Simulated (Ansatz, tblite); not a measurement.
# The cluster Hg₁₀Te₁₀: one state, many levels

One table from this session's results is given with a row withheld; the runs are named, their logs left out.

Computed with Ansatz 0.2.0, Gaussian basis. Level: as each input shows.

Plan: GFN1-xTB, GFN2-xTB, PBE-D4/def2-TZVP, r2SCAN-D4/def2-TZVP, B97M-V/def2-TZVP, PBE-D4/def2-SVP, PBE0-D4/def2-SVP, MP2/def2-SVP.

2 further runs of the same task are left out: 2 set aside as unsound or not needed.

### The relaxed structure

The geometry is that of the singlet, from an earlier relaxation (PBE-D4/def2-SVP).

20 atoms, charge 0, spin multiplicity 1.

Bond lengths: Hg1–Te13 2.724 Å, Hg1–Te18 2.694 Å, Hg2–Te11 2.675 Å, Hg2–Te15 2.713 Å, Hg3–Te11 2.866 Å, Hg3–Te14 2.939 Å, Hg3–Te16 2.821 Å, Hg4–Te12 2.834 Å, Hg4–Te13 3.098 Å, Hg4–Te17 2.748 Å, Hg5–Te14 2.797 Å, Hg5–Te17 2.769 Å, Hg5–Te19 3.125 Å, Hg6–Te12 2.715 Å, Hg6–Te14 2.788 Å, Hg7–Te12 3.140 Å, Hg7–Te13 2.854 Å, Hg7–Te15 2.900 Å and more. Angles: Te13–Hg1–Te18 176.2°, Te11–Hg2–Te15 167.6°, Te11–Hg3–Te14 96.1°, Te11–Hg3–Te16 132.7°, Te14–Hg3–Te16 130.6°, Te12–Hg4–Te13 92.1°, Te12–Hg4–Te17 145.0°, Te13–Hg4–Te17 118.3°, Te14–Hg5–Te17 146.0°, Te14–Hg5–Te19 115.3°, Te17–Hg5–Te19 98.7°, Te12–Hg6–Te14 158.7°, Te12–Hg7–Te13 90.9°, Te12–Hg7–Te15 118.3°, Te12–Hg7–Te20 96.8°, Te13–Hg7–Te15 142.9°, Te13–Hg7–Te20 100.8°, Te15–Hg7–Te20 98.0° and more.

Hg, Te take a core potential in the def2 sets. No spin-orbit coupling is included.

PBE0-D4/def2-TZVP was run before; its log isn't repeated, and its numbers join the tables.

Set-up of the first run:

Tight binding, by tblite at 300 K electronic temperature and without a spin-polarisation term:

```python
tblite.interface.Calculator('GFN1-xTB', numbers, positions, charge=0, uhf=0).singlepoint()
```

Tight binding, by tblite at 300 K electronic temperature and without a spin-polarisation term:

```python
tblite.interface.Calculator('GFN2-xTB', numbers, positions, charge=0, uhf=0).singlepoint()
```

start.molden holds the orbitals of an earlier run on this state, given as this run's starting guess.

The input, in.yaml:

```yaml
crystal:
  periodic: [false, false, false]
  atoms:
    - {symbol: Hg, position_ang: [-0.685474, 4.231732, 0.243981]}
    - {symbol: Hg, position_ang: [-1.526580, -2.639376, 2.832297]}
    - {symbol: Hg, position_ang: [1.186664, -3.417188, 0.381582]}
    - {symbol: Hg, position_ang: [-2.522423, 1.340739, -1.579897]}
    - {symbol: Hg, position_ang: [0.789251, -0.374863, -2.803570]}
    - {symbol: Hg, position_ang: [-1.783907, -2.377762, -1.088303]}
    - {symbol: Hg, position_ang: [-2.157740, 0.907155, 1.783408]}
    - {symbol: Hg, position_ang: [1.203875, -0.484454, 2.699175]}
    - {symbol: Hg, position_ang: [2.304519, 2.834855, -1.450197]}
    - {symbol: Hg, position_ang: [3.501232, -0.679557, -0.299489]}
    - {symbol: Te, position_ang: [-1.260353, -4.698223, 1.144612]}
    - {symbol: Te, position_ang: [-3.828926, -0.797902, -0.256569]}
    - {symbol: Te, position_ang: [-3.214076, 3.325465, 0.696550]}
    - {symbol: Te, position_ang: [0.517790, -3.138044, -2.466446]}
    - {symbol: Te, position_ang: [-1.324208, -0.343880, 4.263411]}
    - {symbol: Te, position_ang: [3.351298, -2.386402, 1.868574]}
    - {symbol: Te, position_ang: [-0.512731, 2.012122, -3.329347]}
    - {symbol: Te, position_ang: [1.746390, 5.244421, -0.320297]}
    - {symbol: Te, position_ang: [3.715050, 0.709130, -2.625833]}
    - {symbol: Te, position_ang: [0.500361, 0.732032, 0.306357]}
basis:
  gaussian: {orbitals: def2-TZVP, fitting: {mean_field: def2-universal-jkfit}, initial_orbitals: start.molden}
hamiltonian: {xc: pbe, dispersion: d4}
scf: {omitted_lower_state_checks: [starts]}
output: {forces: true, orbitals: {seedname: orbitals}}
```

Launch:

```sh
$ ansatz run in.yaml --threads 5 --pin off --events-out ev --progress --plain --max-ram 66560MiB --backend cuda --devices 0, --max-vram 37GiB
```

Among the steps run: PBE-D4/def2-TZVP; r2SCAN-D4/def2-TZVP; B97M-V/def2-TZVP; PBE-D4/def2-SVP; PBE0-D4/def2-SVP; MP2/def2-SVP.

One table of the session follows, with a row left open; its other results are not shown here.

It belongs to the step «Binding energy». 

```
              level  binding an atom (eV)
        HF/def2-SVP                 0.293
    PBE-D4/def2-SVP                 1.340
   PBE-D4/def2-TZVP                     ?
r2SCAN-D4/def2-TZVP                 1.365
   B97M-V/def2-TZVP                 1.256
   PBE0-D4/def2-SVP                 1.287
  PBE0-D4/def2-TZVP                 1.404
       MP2/def2-SVP                 1.095
```

**Question.** Estimate the row for PBE-D4/def2-TZVP.

The run gave: binding an atom (eV): 1.445. In the column «binding an atom (eV)» it is the highest.

Caveats from the session: Free atoms were run apart at each level; binding is atoms less cluster, divided by the number of atoms, without zero-point or spin-orbit terms.
